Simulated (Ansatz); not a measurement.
# SrYbGa: the cost of one run

Computed with Ansatz 0.2.0 (DFT PBE, scalar-relativistic, plane waves, PAW, unless a step's input says otherwise).

### 1 The system as given

Symmetry: P-6m2, No. 187, hexagonal system. The conventional cell has a = 4.463 Å, b = 4.463 Å, c = 4.407 Å, α = 90.00°, β = 90.00°, γ = 120.00°. Sr (site symmetry -6m2) is surrounded by 6 Yb at 3.39 Å and 6 Ga at 3.39 Å. Yb (site symmetry -6m2) has 3 Ga at 2.58 Å as nearest neighbours. Around Ga (site symmetry -6m2) lie 3 Yb at 2.58 Å.

Structure file:

```cif
data_structure
_symmetry_space_group_name_H-M 'P 1'
_symmetry_Int_Tables_number 1
_cell_length_a 4.4632
_cell_length_b 4.4632
_cell_length_c 4.4071
_cell_angle_alpha 90.000
_cell_angle_beta 90.000
_cell_angle_gamma 120.000
_cell_volume 76.03
loop_
_atom_site_label
_atom_site_type_symbol
_atom_site_fract_x
_atom_site_fract_y
_atom_site_fract_z
_atom_site_occupancy
Sr1 Sr 0.66667 0.33333 0.00000 1
Yb1 Yb 0.33333 0.66667 0.50000 1
Ga1 Ga 0.00000 0.00000 0.50000 1
```

Recipe of the guess: species swapped into a database cell of GdCuSi (P-6m2, No. 187), with Sr on the Gd sites, Yb on the Si sites and Ga on the Cu sites. Lengths come from tabulated atomic sizes and are only a guess.

### 2 Probe: one point on a coarse mesh

The input, input.yaml:

```yaml
crystal:
  lattice:
    - [4.46318087, 0.0, 0.0]
    - [-2.23159044, 3.86522802, 0.0]
    - [0.0, 0.0, 4.40713527]
  atoms:
    - { symbol: Sr, position: [0.66666667, 0.33333333, 0.0] }
    - { symbol: Yb, position: [0.33333333, 0.66666667, 0.5] }
    - { symbol: Ga, position: [0.0, 0.0, 0.5] }
basis:
  ecutwfc: 420
kpoints:
  mp_grid: { grid: [6, 6, 4] }
hamiltonian:
  xc: pbe
scf:
  occupations: { method: gaussian, width: 0.1 }
  lower_state_search: "off"
output:
  forces: true
  stress: true
  eigenvalues: true
```

Run with:

```bash
ansatz run input.yaml --threads 1 --pin off --max-ram 2560MiB --backend cpu --events-out ev --progress --plain --runs-dir out
```

What time and memory should one allow on 1 thread of AMD EPYC 9R14 (Zen 4), shared host?

About 3 s, with a peak of 0.4 GiB.
